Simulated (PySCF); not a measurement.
# B3N3H6: fields and orbitals, part 1 of 2

For B3N3H6, the scripts below measure its response to a uniform field and probe its ring current by NICS.

Computed with PySCF 2.14.0. Level: levels as typed in each script, gas phase, geometry from GFN2-xTB.

**1. Where the work starts**

SMILES `B1NBNBN1`, 12 atoms, charge 0, spin multiplicity 1.

Bond lengths: B1–N2 1.417 Å, B1–N6 1.417 Å, B1–H7 1.175 Å, N2–B3 1.417 Å, N2–H8 1.008 Å, B3–N4 1.417 Å, B3–H9 1.175 Å, N4–B5 1.417 Å, N4–H10 1.008 Å, B5–N6 1.417 Å, B5–H11 1.175 Å, N6–H12 1.008 Å. Angles: N2–B1–N6 116.9°, N2–B1–H7 121.5°, N6–B1–H7 121.5°, B1–N2–B3 123.1°, B1–N2–H8 118.5°, B3–N2–H8 118.5°, N2–B3–N4 116.9°, N2–B3–H9 121.5°, N4–B3–H9 121.5°, B3–N4–B5 123.1°, B3–N4–H10 118.5°, B5–N4–H10 118.5°, N4–B5–N6 116.9°, N4–B5–H11 121.5°, N6–B5–H11 121.5°, B1–N6–B5 123.1°, B1–N6–H12 118.5°, B5–N6–H12 118.5°.

Geometry (Å):

```
B     1.3861   -0.3849    0.0000
N     0.3488   -1.3501    0.0000
B    -1.0264   -1.0079    0.0000
N    -1.3436    0.3730    0.0000
B    -0.3597    1.3928    0.0000
N     0.9949    0.9771    0.0000
H     2.5185   -0.6993    0.0000
H     0.6010   -2.3265    0.0000
H    -1.8648   -1.8314    0.0000
H    -2.3153    0.6428    0.0000
H    -0.6536    2.5307    0.0000
H     1.7143    1.6837    0.0000
```

**2. Response to an electric field (B3LYP/def2-svpd)**

input.py

```python
import numpy as np
from pyscf import gto, scf, dft
from pyscf.scf import atom_ks, atom_hf
from scipy.linalg import block_diag

def solve(mol, dm0=None, hcore=None):
    mf = (dft.UKS if mol.spin else dft.RKS)(mol, xc='b3lyp')
    mf.grids.level = 3
    mf = mf.density_fit(auxbasis='def2-universal-jkfit')
    mf.conv_tol, mf.max_cycle = 1e-8, 80
    if hcore is not None:
        mf.get_hcore = lambda *args: hcore
    mf.kernel(dm0)
    if not mf.converged:
        mf = mf.newton().run(mf.mo_coeff, mf.mo_occ, max_cycle=30)
    assert mf.converged, 'SCF not converged'
    return mf

mol = gto.M(atom='''
B      1.38608    -0.38486     0.00000
N      0.34877    -1.35014     0.00000
B     -1.02635    -1.00794     0.00000
N     -1.34364     0.37303     0.00000
B     -0.35974     1.39281     0.00000
N      0.99488     0.97711     0.00000
H      2.51848    -0.69931     0.00000
H      0.60100    -2.32646     0.00000
H     -1.86485    -1.83142     0.00000
H     -2.31527     0.64275     0.00000
H     -0.65362     2.53072     0.00000
H      1.71427     1.68371     0.00000
''', basis='def2-svpd', charge=0, spin=0, verbose=4)
field = np.array([-0.0, -0.0, -0.005])  # atomic units
mol.set_common_orig(mol.atom_charges() @ mol.atom_coords() / mol.atom_charges().sum())
mf = solve(mol)
out = dict(dm0=mf.make_rdm1(), d0=mf.dip_moment(unit='AU'), e0=mf.e_tot)
for name, sign in (('p', 1), ('m', -1)):
    h = mf.get_hcore() + sign * np.einsum('x,xij->ij', field, mol.intor('int1e_r'))
    mi = solve(mol, mf.make_rdm1(), h)
    out.update({'dm' + name: mi.make_rdm1(), 'd' + name: mi.dip_moment(unit='AU'), 'e' + name: mi.e_tot})
# spherically averaged free atoms, for the promolecule
atm = atom_ks.get_atm_nrks(mol, xc='b3lyp')
pro = block_diag(*[(atm[a[0]][2] * atm[a[0]][3]) @ atm[a[0]][2].T for a in mol._atom])
np.savez('result.npz', pro=pro, **out)
```

On the command line:

```sh
$ OMP_NUM_THREADS=1 python input.py
```

Output:

```text
[ENV] PYSCF_TMPDIR <dir>
[ENV] PYSCF_MAX_MEMORY 1375
[INPUT] verbose = 4
[INPUT] num. atoms = 12
[INPUT] num. electrons = 42
[INPUT] charge = 0
[INPUT] spin (= nelec alpha-beta = 2S) = 0
[INPUT] symmetry False subgroup None
[INPUT] Mole.unit = angstrom
[INPUT] Symbol           X                Y                Z      unit          X                Y                Z       unit  Magmom
[INPUT]  1 B      1.386080000000  -0.384860000000   0.000000000000 AA    2.619311586737  -0.727279996300   0.000000000000 Bohr   0.0
[INPUT]  2 N      0.348770000000  -1.350140000000   0.000000000000 AA    0.659079780465  -2.551394829820   0.000000000000 Bohr   0.0
[INPUT]  3 B     -1.026350000000  -1.007940000000   0.000000000000 AA   -1.939520407947  -1.904730549994   0.000000000000 Bohr   0.0
[INPUT]  4 N     -1.343640000000   0.373030000000   0.000000000000 AA   -2.539111610011   0.704924536247   0.000000000000 Bohr   0.0
[INPUT]  5 B     -0.359740000000   1.392810000000   0.000000000000 AA   -0.679810076051   2.632029443555   0.000000000000 Bohr   0.0
[INPUT]  6 N      0.994880000000   0.977110000000   0.000000000000 AA    1.880050726807   1.846470293574   0.000000000000 Bohr   0.0
[INPUT]  7 H      2.518480000000  -0.699310000000   0.000000000000 AA    4.759237450195  -1.321504376170   0.000000000000 Bohr   0.0
[INPUT]  8 H      0.601000000000  -2.326460000000   0.000000000000 AA    1.135725400864  -4.396372239756   0.000000000000 Bohr   0.0
[INPUT]  9 H     -1.864850000000  -1.831420000000   0.000000000000 AA   -3.524055763395  -3.460882219051   0.000000000000 Bohr   0.0
[INPUT] 10 H     -2.315270000000   0.642750000000   0.000000000000 AA   -4.375226204422   1.214621466564   0.000000000000 Bohr   0.0
[INPUT] 11 H     -0.653620000000   2.530720000000   0.000000000000 AA   -1.235162789538   4.782367697959   0.000000000000 Bohr   0.0
[INPUT] 12 H      1.714270000000   1.683710000000   0.000000000000 AA    3.239500803558   3.181750773191   0.000000000000 Bohr   0.0

nuclear repulsion = 199.630857249537
number of shells = 72
number of NR pGTOs = 240
number of NR cGTOs = 168
basis = def2-svpd
ecp = {}

******** <class 'pyscf.df.df_jk.DFRKS'> ********
method = DFRKS
initial guess = minao
damping factor = 0
level_shift factor = 0
DIIS = <class 'pyscf.scf.diis.CDIIS'>
diis_start_cycle = 1
diis_space = 8
diis_damp = 0
SCF conv_tol = 1e-08
SCF conv_tol_grad = None
SCF max_cycles = 80
direct_scf = False
XC library pyscf.dft.libxc version 7.0.0
    S. Lehtola, C. Steigemann, M. J.T. Oliveira, and M. A.L. Marques.,  SoftwareX 7, 1–5 (2018)
XC functionals = b3lyp
    P. J. Stephens, F. J. Devlin, C. F. Chabalowski, and M. J. Frisch.,  J. Phys. Chem. 98, 11623 (1994)
radial grids:
    Treutler-Ahlrichs [JCP 102, 346 (1995); DOI:10.1063/1.469408] (M4) radial grids

becke partition: Becke, JCP 88, 2547 (1988); DOI:10.1063/1.454033
pruning grids: <function nwchem_prune at 0xe3996edd3100>
grids dens level: 3
symmetrized grids: False
atomic radii adjust function: <function treutler_atomic_radii_adjust at 0xe3996edd3060>
small_rho_cutoff = 0
Set gradient conv threshold to 0.0001
Initial guess from minao.
tot grids = 142696
******** <class 'pyscf.df.df.DF'> ********
auxbasis = def2-universal-jkfit
init E= -243.201625082812
  HOMO = -0.354961903759177  LUMO = -0.0710750904147416  gap/eV = 7.72495
cycle= 1 E= -242.43917251481  delta_E= 0.762  |g|= 0.597  |ddm|= 9.83
  HOMO = -0.197093332707482  LUMO = 0.020154203833715  gap/eV = 5.91161
cycle= 2 E= -242.345422254767  delta_E= 0.0938  |g|= 0.885  |ddm|= 2.48
  HOMO = -0.293635671403874  LUMO = 0.00639369552206266  gap/eV = 8.16421
cycle= 3 E= -242.521851017446  delta_E= -0.176  |g|= 0.0456  |ddm|= 1.52
  HOMO = -0.293148533520533  LUMO = 0.00256180808040867  gap/eV = 8.04669
cycle= 4 E= -242.522342501496  delta_E= -0.000491  |g|= 0.0147  |ddm|= 0.219
  HOMO = -0.291746590240413  LUMO = 0.00445668889766197  gap/eV = 8.06010
cycle= 5 E= -242.522399033309  delta_E= -5.65e-05  |g|= 0.00349  |ddm|= 0.0647
  HOMO = -0.291993098604013  LUMO = 0.00431154561058821  gap/eV = 8.06286
cycle= 6 E= -242.522402099938  delta_E= -3.07e-06  |g|= 0.000212  |ddm|= 0.018
  HOMO = -0.29204219716375  LUMO = 0.00427047611992878  gap/eV = 8.06308
cycle= 7 E= -242.522402112966  delta_E= -1.3e-08  |g|= 2.59e-05  |ddm|= 0.00213
  HOMO = -0.292037415873821  LUMO = 0.00427282327582477  gap/eV = 8.06301
cycle= 8 E= -242.522402113168  delta_E= -2.02e-10  |g|= 9.78e-06  |ddm|= 0.000217
  HOMO = -0.292037867266627  LUMO = 0.00427342678088101  gap/eV = 8.06304
Extra cycle  E= -242.52240211313  delta_E= 3.75e-11  |g|= 1.63e-05  |ddm|= 4.96e-05
converged SCF energy = -242.52240211313
Dipole moment(X, Y, Z, A.U.): -0.00005,  0.00006, -0.00000

******** <class 'pyscf.df.df_jk.DFRKS'> ********
method = DFRKS
initial guess = minao
damping factor = 0
level_shift factor = 0
DIIS = <class 'pyscf.scf.diis.CDIIS'>
diis_start_cycle = 1
diis_space = 8
diis_damp = 0
SCF conv_tol = 1e-08
SCF conv_tol_grad = None
SCF max_cycles = 80
direct_scf = False
XC library pyscf.dft.libxc version 7.0.0
    S. Lehtola, C. Steigemann, M. J.T. Oliveira, and M. A.L. Marques.,  SoftwareX 7, 1–5 (2018)
XC functionals = b3lyp
    P. J. Stephens, F. J. Devlin, C. F. Chabalowski, and M. J. Frisch.,  J. Phys. Chem. 98, 11623 (1994)
radial grids:
    Treutler-Ahlrichs [JCP 102, 346 (1995); DOI:10.1063/1.469408] (M4) radial grids

becke partition: Becke, JCP 88, 2547 (1988); DOI:10.1063/1.454033
pruning grids: <function nwchem_prune at 0xe3996edd3100>
grids dens level: 3
symmetrized grids: False
atomic radii adjust function: <function treutler_atomic_radii_adjust at 0xe3996edd3060>
small_rho_cutoff = 0
Overwritten attributes  get_hcore  of <class 'pyscf.df.df_jk.DFRKS'>
Set gradient conv threshold to 0.0001
tot grids = 142696
******** <class 'pyscf.df.df.DF'> ********
auxbasis = def2-universal-jkfit
init E= -242.52240211313
  HOMO = -0.292060701295888  LUMO = 0.00349574369675449  gap/eV = 8.04250
cycle= 1 E= -242.522744659601  delta_E= -0.000343  |g|= 0.0254  |ddm|= 0.173
  HOMO = -0.292290289227585  LUMO = 0.00364795585620273  gap/eV = 8.05289
cycle= 2 E= -242.522824250423  delta_E= -7.96e-05  |g|= 0.02  |ddm|= 0.235
  HOMO = -0.292079208985074  LUMO = 0.00365600168926286  gap/eV = 8.04736
cycle= 3 E= -242.522933239849  delta_E= -0.000109  |g|= 0.000726  |ddm|= 0.0931
  HOMO = -0.292206121560374  LUMO = 0.00360528456666057  gap/eV = 8.04944
cycle= 4 E= -242.522933307135  delta_E= -6.73e-08  |g|= 0.000526  |ddm|= 0.00202
  HOMO = -0.292151357839065  LUMO = 0.00362456339020817  gap/eV = 8.04847
cycle= 5 E= -242.522933366984  delta_E= -5.98e-08  |g|= 1.87e-05  |ddm|= 0.000932
  HOMO = -0.292152008307069  LUMO = 0.00362505265702784  gap/eV = 8.04850
cycle= 6 E= -242.522933367093  delta_E= -1.09e-10  |g|= 6.45e-06  |ddm|= 0.000159
  HOMO = -0.292152465289412  LUMO = 0.00362405689782564  gap/eV = 8.04849
Extra cycle  E= -242.522933367089  delta_E= 3.75e-12  |g|= 7.78e-06  |ddm|= 4.43e-05
converged SCF energy = -242.522933367089
Dipole moment(X, Y, Z, A.U.): -0.00005,  0.00004, -0.21255

******** <class 'pyscf.df.df_jk.DFRKS'> ********
method = DFRKS
initial guess = minao
damping factor = 0
level_shift factor = 0
DIIS = <class 'pyscf.scf.diis.CDIIS'>
diis_start_cycle = 1
diis_space = 8
diis_damp = 0
SCF conv_tol = 1e-08
SCF conv_tol_grad = None
SCF max_cycles = 80
direct_scf = False
XC library pyscf.dft.libxc version 7.0.0
    S. Lehtola, C. Steigemann, M. J.T. Oliveira, and M. A.L. Marques.,  SoftwareX 7, 1–5 (2018)
XC functionals = b3lyp
    P. J. Stephens, F. J. Devlin, C. F. Chabalowski, and M. J. Frisch.,  J. Phys. Chem. 98, 11623 (1994)
radial grids:
    Treutler-Ahlrichs [JCP 102, 346 (1995); DOI:10.1063/1.469408] (M4) radial grids

becke partition: Becke, JCP 88, 2547 (1988); DOI:10.1063/1.454033
pruning grids: <function nwchem_prune at 0xe3996edd3100>
grids dens level: 3
symmetrized grids: False
atomic radii adjust function: <function treutler_atomic_radii_adjust at 0xe3996edd3060>
small_rho_cutoff = 0
Set gradient conv threshold to 0.0001
tot grids = 142696
******** <class 'pyscf.df.df.DF'> ********
auxbasis = def2-universal-jkfit
init E= -242.52240211313
  HOMO = -0.292060701295888  LUMO = 0.00349574369675486  gap/eV = 8.04250
cycle= 1 E= -242.522744659602  delta_E= -0.000343  |g|= 0.0254  |ddm|= 0.173
  HOMO = -0.292290289227588  LUMO = 0.00364795585620573  gap/eV = 8.05289
cycle= 2 E= -242.522824250423  delta_E= -7.96e-05  |g|= 0.02  |ddm|= 0.235
  HOMO = -0.292079208985075  LUMO = 0.0036560016892675  gap/eV = 8.04736
cycle= 3 E= -242.522933239849  delta_E= -0.000109  |g|= 0.000726  |ddm|= 0.0931
  HOMO = -0.292206121560382  LUMO = 0.00360528456666057  gap/eV = 8.04944
cycle= 4 E= -242.522933307136  delta_E= -6.73e-08  |g|= 0.000526  |ddm|= 0.00202
  HOMO = -0.292151357839055  LUMO = 0.0036245633902108  gap/eV = 8.04847
cycle= 5 E= -242.522933366983  delta_E= -5.98e-08  |g|= 1.87e-05  |ddm|= 0.000932
  HOMO = -0.292152008307069  LUMO = 0.00362505265702337  gap/eV = 8.04850
cycle= 6 E= -242.522933367092  delta_E= -1.09e-10  |g|= 6.45e-06  |ddm|= 0.000159
  HOMO = -0.292152465289411  LUMO = 0.00362405689782731  gap/eV = 8.04849
Extra cycle  E= -242.52293336709  delta_E= 2.39e-12  |g|= 7.78e-06  |ddm|= 4.43e-05
converged SCF energy = -242.52293336709
Dipole moment(X, Y, Z, A.U.): -0.00005,  0.00004,  0.21255
Spherically averaged atomic KS for {'N', 'B', 'H'}

******** <class 'pyscf.scf.atom_ks.AtomSphAverageRKS'> ********
method = AtomSphAverageRKS
initial guess = vsap
damping factor = 0
level_shift factor = 0
diis_start_cycle = 1
diis_space = 12
SCF conv_tol = 1e-09
SCF conv_tol_grad = None
SCF max_cycles = 50
direct_scf = True
direct_scf_tol = 1e-13
XC library pyscf.dft.libxc version 7.0.0
    S. Lehtola, C. Steigemann, M. J.T. Oliveira, and M. A.L. Marques.,  SoftwareX 7, 1–5 (2018)
XC functionals = b3lyp
    P. J. Stephens, F. J. Devlin, C. F. Chabalowski, and M. J. Frisch.,  J. Phys. Chem. 98, 11623 (1994)
radial grids:
    Treutler-Ahlrichs [JCP 102, 346 (1995); DOI:10.1063/1.469408] (M4) radial grids

becke partition: Becke, JCP 88, 2547 (1988); DOI:10.1063/1.454033
pruning grids: <function nwchem_prune at 0xe3996edd3100>
grids dens level: 3
symmetrized grids: False
atomic radii adjust function: <function treutler_atomic_radii_adjust at 0xe3996edd3060>
User specified grid scheme (100, 434)
small_rho_cutoff = 0
Set gradient conv threshold to 3.16228e-05
tot grids = 24752
init E= 175.042369634017
cycle= 1 E= 175.041347662456  delta_E= -0.00102  |g|=    0  |ddm|= 0.0788
cycle= 2 E= 175.041315281045  delta_E= -3.24e-05  |g|=    0  |ddm|= 0.0307
cycle= 3 E= 175.0413093468  delta_E= -5.93e-06  |g|=    0  |ddm|= 0.0123
cycle= 4 E= 175.041308193241  delta_E= -1.15e-06  |g|=    0  |ddm|= 0.00546
cycle= 5 E= 175.041307968822  delta_E= -2.24e-07  |g|=    0  |ddm|= 0.00241
cycle= 6 E= 175.041307925144  delta_E= -4.37e-08  |g|=    0  |ddm|= 0.00106
cycle= 7 E= 175.041307916645  delta_E= -8.5e-09  |g|=    0  |ddm|= 0.000468
cycle= 8 E= 175.041307914673  delta_E= -1.97e-09  |g|=    0  |ddm|= 0.000115
cycle= 9 E= 175.041307914694  delta_E= 2.12e-11  |g|=    0  |ddm|= 6.05e-05
Extra cycle  E= 175.041307914611  delta_E= -8.25e-11  |g|=    0  |ddm|= 4.61e-05
Atomic HF for atom  B  converged. SCF energy = 175.041307914611

******** <class 'pyscf.scf.atom_ks.AtomSphAverageRKS'> ********
method = AtomSphAverageRKS
initial guess = vsap
damping factor = 0
level_shift factor = 0
diis_start_cycle = 1
diis_space = 12
SCF conv_tol = 1e-09
SCF conv_tol_grad = None
SCF max_cycles = 50
direct_scf = True
direct_scf_tol = 1e-13
XC library pyscf.dft.libxc version 7.0.0
    S. Lehtola, C. Steigemann, M. J.T. Oliveira, and M. A.L. Marques.,  SoftwareX 7, 1–5 (2018)
XC functionals = b3lyp
    P. J. Stephens, F. J. Devlin, C. F. Chabalowski, and M. J. Frisch.,  J. Phys. Chem. 98, 11623 (1994)
radial grids:
    Treutler-Ahlrichs [JCP 102, 346 (1995); DOI:10.1063/1.469408] (M4) radial grids

becke partition: Becke, JCP 88, 2547 (1988); DOI:10.1063/1.454033
pruning grids: <function nwchem_prune at 0xe3996edd3100>
grids dens level: 3
symmetrized grids: False
atomic radii adjust function: <function treutler_atomic_radii_adjust at 0xe3996edd3060>
User specified grid scheme (100, 434)
small_rho_cutoff = 0
Set gradient conv threshold to 3.16228e-05
tot grids = 24536
init E= 145.300140124751
cycle= 1 E= 145.294566154928  delta_E= -0.00557  |g|=    0  |ddm|= 0.316
cycle= 2 E= 145.292417314917  delta_E= -0.00215  |g|=    0  |ddm|= 0.197
cycle= 3 E= 145.290153467059  delta_E= -0.00226  |g|=    0  |ddm|= 0.0981
cycle= 4 E= 145.290110527234  delta_E= -4.29e-05  |g|=    0  |ddm|= 0.0277
cycle= 5 E= 145.290066343827  delta_E= -4.42e-05  |g|=    0  |ddm|= 0.0138
cycle= 6 E= 145.290065491339  delta_E= -8.52e-07  |g|=    0  |ddm|= 0.0039
cycle= 7 E= 145.290064617496  delta_E= -8.74e-07  |g|=    0  |ddm|= 0.00195
cycle= 8 E= 145.290064600574  delta_E= -1.69e-08  |g|=    0  |ddm|= 0.000549
cycle= 9 E= 145.290064583237  delta_E= -1.73e-08  |g|=    0  |ddm|= 0.000274
cycle= 10 E= 145.290064582901  delta_E= -3.36e-10  |g|=    0  |ddm|= 7.73e-05
Extra cycle  E= 145.290064582728  delta_E= -1.73e-10  |g|=    0  |ddm|= 5.55e-05
Atomic HF for atom  N  converged. SCF energy = 145.290064582728

******** <class 'pyscf.scf.atom_ks.AtomSphAverageRKS'> ********
method = AtomSphAverageRKS
initial guess = vsap
damping factor = 0
level_shift factor = 0
diis_start_cycle = 1
diis_space = 12
SCF conv_tol = 1e-09
SCF conv_tol_grad = None
SCF max_cycles = 50
direct_scf = True
direct_scf_tol = 1e-13
XC library pyscf.dft.libxc version 7.0.0
    S. Lehtola, C. Steigemann, M. J.T. Oliveira, and M. A.L. Marques.,  SoftwareX 7, 1–5 (2018)
XC functionals = b3lyp
    P. J. Stephens, F. J. Devlin, C. F. Chabalowski, and M. J. Frisch.,  J. Phys. Chem. 98, 11623 (1994)
radial grids:
    Treutler-Ahlrichs [JCP 102, 346 (1995); DOI:10.1063/1.469408] (M4) radial grids

becke partition: Becke, JCP 88, 2547 (1988); DOI:10.1063/1.454033
pruning grids: <function nwchem_prune at 0xe3996edd3100>
grids dens level: 3
symmetrized grids: False
atomic radii adjust function: <function treutler_atomic_radii_adjust at 0xe3996edd3060>
User specified grid scheme (100, 434)
small_rho_cutoff = 0
Set gradient conv threshold to 3.16228e-05
tot grids = 26240
init E= 199.193596344564
cycle= 1 E= 199.185113358718  delta_E= -0.00848  |g|=    0  |ddm|= 0.231
cycle= 2 E= 199.185027064334  delta_E= -8.63e-05  |g|=    0  |ddm|= 0.0232
cycle= 3 E= 199.185025947038  delta_E= -1.12e-06  |g|=    0  |ddm|= 0.00264
cycle= 4 E= 199.185025932844  delta_E= -1.42e-08  |g|=    0  |ddm|= 0.000298
cycle= 5 E= 199.185025932663  delta_E= -1.81e-10  |g|=    0  |ddm|= 3.36e-05
Extra cycle  E= 199.185025932661  delta_E= -2.27e-12  |g|=    0  |ddm|= 3.79e-06
Atomic HF for atom  H  converged. SCF energy = 199.185025932661
```

Wall time 49 s (1 thread of Arm Neoverse V2, shared host); peak memory 0.77 GiB.

The free atoms at the end serve only for the promolecule density; their printed energies are not used.

**3. Post-processing**

Change of the density in a field of 0.26 V/Å.

The induced dipole is 0.54 D (along the field); α along this axis, from the fields in both directions, is 43 bohr³ (6.3 Å³).

(Continued in part 2 of 2.)
